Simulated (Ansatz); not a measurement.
What does this script print? It uses Ansatz 0.2.0, Python API.

`nala_hull.py`
```python
from collections import Counter
import warnings

import ansatz as az
from pymatgen.analysis.phase_diagram import PDEntry, PhaseDiagram
from pymatgen.core import Composition
from tabulate import tabulate

CUTOFF = 460
K_SPACING = 0.33
OCCUPATIONS = "fermi_dirac"
SMEARING_WIDTH = 0.1

PHASES = {
    "NaLa P-6m2": (
        [(3.606251, 0.0, 0.0), (-1.803125, 3.123105, 0.0), (0.0, 0.0, 6.483782)],
        [
            ("Na", (0.0, 0.0, 0.0)),
            ("La", (1 / 3, 2 / 3, 0.5)),
        ],
    ),
    "NaLa3 Pm-3m": (
        [(5.256287, 0.0, 0.0), (0.0, 5.256287, 0.0), (0.0, 0.0, 5.256287)],
        [
            ("Na", (0.0, 0.0, 0.0)),
            ("La", (0.5, 0.0, 0.5)),
            ("La", (0.0, 0.5, 0.5)),
            ("La", (0.5, 0.5, 0.0)),
        ],
    ),
    "Na": (
        [(-2.141, 2.141, 2.141), (2.141, -2.141, 2.141), (2.141, 2.141, -2.141)],
        [
            ("Na", (0.0, 0.0, 0.0)),
        ],
    ),
    "La": (
        [(3.77, 0.0, 0.0), (-1.885, 3.264916, 0.0), (0.0, 0.0, 12.159)],
        [
            ("La", (0.0, 0.0, 0.0)),
            ("La", (0.0, 0.0, 0.5)),
            ("La", (1 / 3, 2 / 3, 0.75)),
            ("La", (2 / 3, 1 / 3, 0.25)),
        ],
    ),
}


def build(vectors, sites):
    crystal = az.Crystal(lattice=az.Lattice.of(vectors))
    for symbol, position in sites:
        crystal = crystal.atom(symbol, position)
    return crystal


def compute(name, crystal):
    calc = (
        crystal.calculation()
        .basis(CUTOFF)
        .kpoints(spacing=K_SPACING)
        .occupations(OCCUPATIONS, width=SMEARING_WIDTH)
    )
    calc = calc.relax(force_tolerance=0.02, cell=True)
    return calc.run(threads=1)


def counts(outcome):
    return Counter(site.symbol for site in outcome.lattice.sites)


def main() -> None:
    warnings.simplefilter("ignore", az.DeckWarning)

    phases = {name: build(*cell) for name, cell in PHASES.items()}

    done = {}
    for name, crystal in phases.items():
        done[name] = compute(name, crystal)
        print(f"{name}: {done[name].report['energy_sigma0_ev']:.4f} eV, {len(done[name].lattice.sites)} atoms")

    entries = [PDEntry(Composition(dict(counts(o))), o.report["energy_sigma0_ev"], name=name) for name, o in done.items()]
    diagram = PhaseDiagram(entries)
    rows = [(e.name, e.composition.get_atomic_fraction("La"), diagram.get_form_energy_per_atom(e), diagram.get_e_above_hull(e)) for e in entries]
    rows.sort(key=lambda row: row[1])
    print(tabulate(rows, headers=["phase", "x(La)", "E_form (eV/atom)", "above hull (eV/atom)"], floatfmt=".4f", tablefmt="psql"))
    print("on the hull of these phases:", ", ".join(row[0] for row in rows if row[3] < 1e-6))


if __name__ == "__main__":
    main()
```

```console
$ python nala_hull.py
NaLa P-6m2: -7736.2016 eV, 2 atoms
NaLa3 Pm-3m: -20235.8326 eV, 4 atoms
Na: -1486.4183 eV, 1 atoms
La: -25000.4106 eV, 4 atoms
+-------------+---------+--------------------+------------------------+
| phase       |   x(La) |   E_form (eV/atom) |   above hull (eV/atom) |
|-------------+---------+--------------------+------------------------|
| Na          |  0.0000 |             0.0000 |                 0.0000 |
| NaLa P-6m2  |  0.5000 |             0.1597 |                 0.1597 |
| NaLa3 Pm-3m |  0.7500 |             0.2234 |                 0.2234 |
| La          |  1.0000 |             0.0000 |                 0.0000 |
+-------------+---------+--------------------+------------------------+
on the hull of these phases: Na, La
```

Absolute energies stand on the zero of these potentials, so only differences at equal settings mean something. For the metals among these phases the mesh is modest: differences between phases can be off by up to 40 meV an atom. No functional is typed, so the default, PBE, holds. The cells come from databases of deposited and of computed structures, and not all need be stable phases. Differences under about 40 meV an atom lie within the error of mesh and functional, so such verdicts may flip; only the cells listed enter the hull. Wall time of the script: 24 s on 1 thread of Intel(R) Xeon(R) 6975P-C (Granite Rapids), on a shared host, peak memory 0.63 GiB.

(Lines on the test bed's own set-up are left out of the output.)
